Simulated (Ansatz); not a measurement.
I need a geometry optimisation of C3H8BrGeP, SMILES C=C[CH2][GeH]([PH2])[Br]. Use the Python package of Ansatz (0.2.0). Settings: PBE, def2-SVP basis, multiplicity 1.

```yaml
atoms:
  - { symbol: C, position_ang: [2.0508, 0.1969, 1.2435] }
  - { symbol: C, position_ang: [1.7840, -0.3230, 0.0419] }
  - { symbol: C, position_ang: [0.4308, -0.8767, -0.2939] }
  - { symbol: Ge, position_ang: [-0.8809, 0.5578, -0.4492] }
  - { symbol: P, position_ang: [-2.9151, -0.3365, -0.9769] }
  - { symbol: Br, position_ang: [-0.2261, 2.0363, -2.1233] }
  - { symbol: H, position_ang: [1.2864, 0.2454, 2.0132] }
  - { symbol: H, position_ang: [3.0431, 0.5774, 1.4623] }
  - { symbol: H, position_ang: [2.5743, -0.3740, -0.7011] }
  - { symbol: H, position_ang: [0.4822, -1.4091, -1.2666] }
  - { symbol: H, position_ang: [0.1058, -1.5970, 0.4864] }
  - { symbol: H, position_ang: [-0.9865, 1.3145, 0.8993] }
  - { symbol: H, position_ang: [-3.6354, 0.8900, -0.6819] }
  - { symbol: H, position_ang: [-3.1133, -0.9020, 0.3464] }
```

`c3h8brgep.py`:
```python
"""Relax the C3H8BrGeP molecule."""

import ansatz as az
import numpy as np
import pandas as pd

geometry_ang = [
    ("C", (2.0508, 0.1969, 1.2435)),
    ("C", (1.784, -0.323, 0.0419)),
    ("C", (0.4308, -0.8767, -0.2939)),
    ("Ge", (-0.8809, 0.5578, -0.4492)),
    ("P", (-2.9151, -0.3365, -0.9769)),
    ("Br", (-0.2261, 2.0363, -2.1233)),
    ("H", (1.2864, 0.2454, 2.0132)),
    ("H", (3.0431, 0.5774, 1.4623)),
    ("H", (2.5743, -0.374, -0.7011)),
    ("H", (0.4822, -1.4091, -1.2666)),
    ("H", (0.1058, -1.597, 0.4864)),
    ("H", (-0.9865, 1.3145, 0.8993)),
    ("H", (-3.6354, 0.89, -0.6819)),
    ("H", (-3.1133, -0.902, 0.3464)),
]
geometry = az.Crystal.molecule()
for symbol, xyz in geometry_ang:
    geometry = geometry.atom(symbol, xyz)

setup = (
    geometry.calculation()
    .basis(gaussian="def2-SVP")
    .functional("pbe")
)
symbols = [site.symbol for site in geometry.cartesian_sites]
start = np.array([site.position_ang for site in geometry.cartesian_sites], dtype=float)
def progress(event):
    if event["event"] == "relax_step":
        row = event["data"]
        print(f"step {row['step']:3d}  E = {row['lagrangian_ev']:.6f} eV  max force {row['allowed_force_max_ev_ang']:.4f} eV/A")


data = setup.relax(force_tolerance=0.005, max_steps=100).session().plan().execute(on_event=progress).report
end = np.array(data["positions_ang"])

print(f"E = {data['free_energy_ev']:.6f} eV = {data['free_energy_ev'] / 27.211386246:.7f} Ha")
print("converged:", data["converged"], " doubts:", data["published_state_doubts"] or "none")

print("bond        before    after (A)")
for i, j in [(0, 1), (0, 6), (0, 7), (1, 2), (1, 8), (2, 3), (2, 9), (2, 10), (3, 4), (3, 5), (3, 11), (4, 12), (4, 13)]:
    d0, d1 = (np.linalg.norm(xyz[i] - xyz[j]) for xyz in (start, end))
    print(f"{symbols[i]}{i}-{symbols[j]}{j}".ljust(10), f"{d0:8.4f} {d1:8.4f}")

charges = data["charge_distribution"]
table = pd.DataFrame({"atom": symbols, "mulliken": charges["mulliken_charges_e"], "lowdin": charges["lowdin_charges_e"]})
print(table.round(3).to_string())
print("dipole (e A):", np.round(charges["dipole_moment_e_ang"], 4) + 0.0)
```

Output of `python c3h8brgep.py`:
```text
step   1  E = -139046.667440 eV  max force 0.9281 eV/A
step   2  E = -139046.770556 eV  max force 0.4883 eV/A
step   3  E = -139046.821156 eV  max force 0.2250 eV/A
step   4  E = -139046.835594 eV  max force 0.1388 eV/A
step   5  E = -139046.852847 eV  max force 0.3722 eV/A
step   6  E = -139046.860728 eV  max force 0.4091 eV/A
step   7  E = -139046.870744 eV  max force 0.3401 eV/A
step   8  E = -139046.878037 eV  max force 0.3095 eV/A
step   9  E = -139046.718865 eV  max force 1.7514 eV/A
step  10  E = -139046.884223 eV  max force 0.1004 eV/A
step  11  E = -139046.885675 eV  max force 0.0783 eV/A
step  12  E = -139046.886715 eV  max force 0.0366 eV/A
step  13  E = -139046.887352 eV  max force 0.1020 eV/A
step  14  E = -139046.888055 eV  max force 0.0548 eV/A
step  15  E = -139046.888350 eV  max force 0.0391 eV/A
step  16  E = -139046.888356 eV  max force 0.0400 eV/A
step  17  E = -139046.888646 eV  max force 0.0567 eV/A
step  18  E = -139046.888830 eV  max force 0.0341 eV/A
step  19  E = -139046.888971 eV  max force 0.0122 eV/A
step  20  E = -139046.889007 eV  max force 0.0088 eV/A
step  21  E = -139046.889025 eV  max force 0.0050 eV/A
step  22  E = -139046.889034 eV  max force 0.0042 eV/A
E = -139046.889075 eV = -5109.8789241 Ha
converged: True  doubts: none
bond        before    after (A)
C0-C1        1.3362   1.3470
C0-H6        1.0859   1.1033
C0-H7        1.0850   1.1007
C1-C2        1.5002   1.4946
C1-H8        1.0859   1.1053
C2-Ge3       1.9500   1.9895
C2-H9        1.1101   1.1103
C2-H10       1.1106   1.1110
Ge3-P4       2.2839   2.3527
Ge3-Br5      2.3275   2.3499
Ge3-H11      1.5499   1.5570
P4-H12       1.4526   1.4410
P4-H13       1.4527   1.4453
   atom  mulliken  lowdin
0     C    -0.056  -0.010
1     C    -0.084  -0.048
2     C    -0.119  -0.059
3    Ge     0.319  -0.183
4     P    -0.042   0.192
5    Br    -0.247   0.089
6     H     0.026   0.007
7     H     0.040   0.010
8     H     0.033   0.023
9     H     0.074   0.038
10    H     0.049   0.032
11    H    -0.027  -0.042
12    H     0.024  -0.022
13    H     0.009  -0.027
dipole (e A): [-0.0761 -0.2095  0.3988]
```

What to keep in mind:
- Total energies depend on the basis set; only differences at equal settings carry meaning.
- The end point is the stationary point reached from this start; no frequency run checks that it is a minimum, and the basis set is modest.
- The Löwdin charges here are taken after orthogonalising the functions within each atom; they differ from plain Löwdin charges, and their signs can be unphysical.
- Finished in 3.1 min on 1 thread of Arm Neoverse V2 (shared host), peak memory 0.37 GiB.

(Lines on the test bed's own set-up are left out of the output.)
